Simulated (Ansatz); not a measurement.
LaBi2ClO4, 8 atoms in the cell. The structure is tetragonal, space group P4/mmm (No. 123). Conventional cell: a = 3.989 Å, b = 3.989 Å, c = 9.333 Å, α = 90.00°, β = 90.00°, γ = 90.00°. Bi (site symmetry 4mm) is surrounded by 4 O at 2.27 Å. Around La (site symmetry 4/mmm) lie 8 O at 2.50 Å. Cl (site symmetry 4/mmm) has 8 Bi at 3.50 Å and 8 O at 3.73 Å and 4 Cl at 3.99 Å as nearest neighbours. O (site symmetry 2mm) has 2 Bi at 2.27 Å and 2 La at 2.50 Å as nearest neighbours. The cell is a database's computed one.

| Property | Result |
| --- | --- |
| Program | Ansatz 0.2.0 |
| Task | relaxation of cell and atoms |
| Functional | PBEsol |
| Potentials or basis | Ansatz PAW |
| Cutoff | 420 eV (not typed: the program's choice for these potentials) |
| k mesh | 7 × 7 × 3 |
| Occupations | fermi-dirac, width 0.05 eV |
| Spin | no spin polarisation |

Potentials or basis: Ansatz PAW.

Launch:

```console
$ ansatz run input.yaml --threads 4 --pin off --max-ram 11264MiB --backend cpu --events-out ev --progress --plain --runs-dir out
```

Hardware: 4 threads of Arm Neoverse V1, on a shared host.

Task: Estimate the wall time of this run.

Result: Run time: 26 s on 4 threads of Arm Neoverse V1 (shared host), peak memory 0.59 GiB. Counts: scf iterations 54, plane waves 2743, k points 20, bands 44, ion steps 9.
